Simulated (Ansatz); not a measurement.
# Si2Ni (nickel disilicide): the cost of one run

Method: DFT LDA, scalar-relativistic, plane waves, PAW, in Ansatz 0.2.0.

## (1) The system as given

Symmetry: Fm-3m, No. 225, cubic system. The conventional cell has a = 5.406 Å, b = 5.406 Å, c = 5.406 Å, α = 90.00°, β = 90.00°, γ = 90.00°. Around Si (site symmetry -43m) lie 4 Ni at 2.34 Å. Ni (site symmetry m-3m) is surrounded by 8 Si at 2.34 Å.

Coordinates:

```
Si Ni
1.0
     0.00000    2.70300    2.70300
     2.70300    0.00000    2.70300
     2.70300    2.70300    0.00000
Si Ni
2 1
Direct
  0.25000 0.25000 0.25000
  0.75000 0.75000 0.75000
  0.00000 0.00000 0.00000
```

The structure rests on an entry of the Crystallography Open Database; cell or positions may have been set otherwise for this series.

## (2) Relaxing cell and atoms: Si2Ni (nickel disilicide), no spin

File input.yaml:

```yaml
crystal:
  lattice:
    - [0.0, 2.703, 2.703]
    - [2.703, 0.0, 2.703]
    - [2.703, 2.703, 0.0]
  atoms:
    - { symbol: Si, position: [0.25, 0.25, 0.25] }
    - { symbol: Si, position: [0.75, 0.75, 0.75] }
    - { symbol: Ni, position: [0.0, 0.0, 0.0] }
scf:
  occupations: { method: gaussian, width: 0.1 }
output:
  forces: true
  stress: true
  eigenvalues: true
  write_density: true
  write_potential: true
  elf: true
  volumetric_format: npy
hamiltonian:
  xc: lda
kpoints:
  mp_grid: { grid: [16, 16, 16] }
basis:
  ecutwfc: 520
relax:
  f_tol: 0.002
  max_steps: 80
  cell: { stress_tol: 0.03 }
```

Started as:

```
$ ansatz run input.yaml --threads 8 --pin off --max-ram 16384MiB --backend cpu --events-out ev --progress --plain --runs-dir out
```

**Question.** How long does this run take on 8 threads of Arm Neoverse N1, shared host, and how much memory does it need?

About 11 s, with a peak of 0.49 GiB.
